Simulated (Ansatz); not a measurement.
I need cell relaxations under several functionals of K₃Li, space group Fm-3m. Use Ansatz 0.2.0, Python API. Settings (first run): LDA, PAW, the default cutoff (420 eV here), 3×3×3 k-points, Fermi-Dirac smearing of 0.3 eV.

```
CELL_PARAMETERS angstrom
0.00000 4.84649 4.84649
4.84649 0.00000 4.84649
4.84649 4.84649 0.00000
ATOMIC_POSITIONS crystal
K 0.25000 0.25000 0.25000
K 0.75000 0.75000 0.75000
K 0.50000 0.50000 0.50000
Li 0.00000 0.00000 0.00000
```

`lattice_k3li.py`
```python
import ansatz as az
import numpy as np

def edges_and_angles(cell):
    cell = np.asarray(cell)
    a, b, c = np.linalg.norm(cell, axis=1)
    cosines = cell[1] @ cell[2] / (b * c), cell[0] @ cell[2] / (a * c), cell[0] @ cell[1] / (a * b)
    return (a, b, c, *np.degrees(np.arccos(cosines)))

vectors = np.array([
    [0.0, 4.84649, 4.84649],
    [4.84649, 0.0, 4.84649],
    [4.84649, 4.84649, 0.0],
])
cell = (
    az.Lattice.of(vectors)
    .atom("K", (0.25, 0.25, 0.25))
    .atom("K", (0.75, 0.75, 0.75))
    .atom("K", (0.5, 0.5, 0.5))
    .atom("Li", (0.0, 0.0, 0.0))
)

setup = (
    cell.calculation()
    .mixing("broyden", preconditioner="local_kerker")
    .scf(tolerance=1e-07, algorithm="direct_min")
    .occupations("Fermi-Dirac", width=0.3)
    .kpoints(3)
    .eigensolver("davidson", mixed_precision=False)
    .initial_density(normalization="atom")
    .relax(cell=True)
)

levels = [("lda", "none"), ("pbesol", "d3bj"), ("blyp", "d3bj")]
print("level            a       b       c    alpha   beta  gamma  V/atom  steps")
for name, dispersion in levels:
    seen = []
    run = setup.functional(name, dispersion=dispersion).session().plan()
    outcome = run.execute(on_event=lambda e: seen.append(e) if e["event"] == "relax_step" else None)
    cell = outcome.lattice.cell_ang
    label = name if dispersion == "none" else f"{name}+{dispersion}"
    print("{:13s} {:7.4f} {:7.4f} {:7.4f} {:6.2f} {:6.2f} {:6.2f}".format(label, *edges_and_angles(cell)), f"{abs(np.linalg.det(cell)) / len(outcome.lattice.sites):7.3f} {len(seen):5d}")
```

```console
$ python lattice_k3li.py
level            a       b       c    alpha   beta  gamma  V/atom  steps
DeckWarning: basis.ecutwfc = 420 eV, auto-derived from the records' recommended cutoffs: set by K (normal level)
DeckWarning: relax.cell: scf.convergence.dr2_threshold = 1e-7 eV (the SCF's general default) is looser than the 4e-10 eV advised for a relaxation that steers and ends on the stress (1e-10 eV for each atom of the cell: 4). What an SCF threshold leaves in a stress goes as its square root, and in the free energy as the [...]
lda            6.6522  6.6522  6.6522  60.00  60.00  60.00  52.037     5
pbesol+d3bj    6.6734  6.6734  6.6734  60.00  60.00  60.00  52.536     5
blyp+d3bj      6.5565  6.5565  6.5565  60.00  60.00  60.00  49.825     5
```
(Warnings from the package without file and line, shortened.)

From smallest to largest: BLYP+D3BJ (49.82 Å³ an atom, -12.5 % against the start), LDA (52.04 Å³ an atom, -8.6 % against the start) and PBEsol+D3BJ (52.54 Å³ an atom, -7.7 % against the start). The spread is 5.4 % in volume.

The settings weren't tested for convergence. Forces vanish by symmetry, so the ions can't move, and the end may be a saddle. BLYP and dispersion corrections can be off by several per cent in the lattices of metals, and by several GPa in the pressure at a fixed cell. The mesh is modest for a metal, so energies can be off by several to tens of meV an atom and pressures by half a GPa or more; differences at equal mesh fare better. Edges and angles are those of the cell as typed, here a primitive one, not of the conventional cell. The structure comes from a database of computed cells and needn't be a stable or known phase. Wall time of the script: 16 s on 1 thread of AMD EPYC 9B45 (Zen 5), on a shared host, peak memory 0.5 GiB.
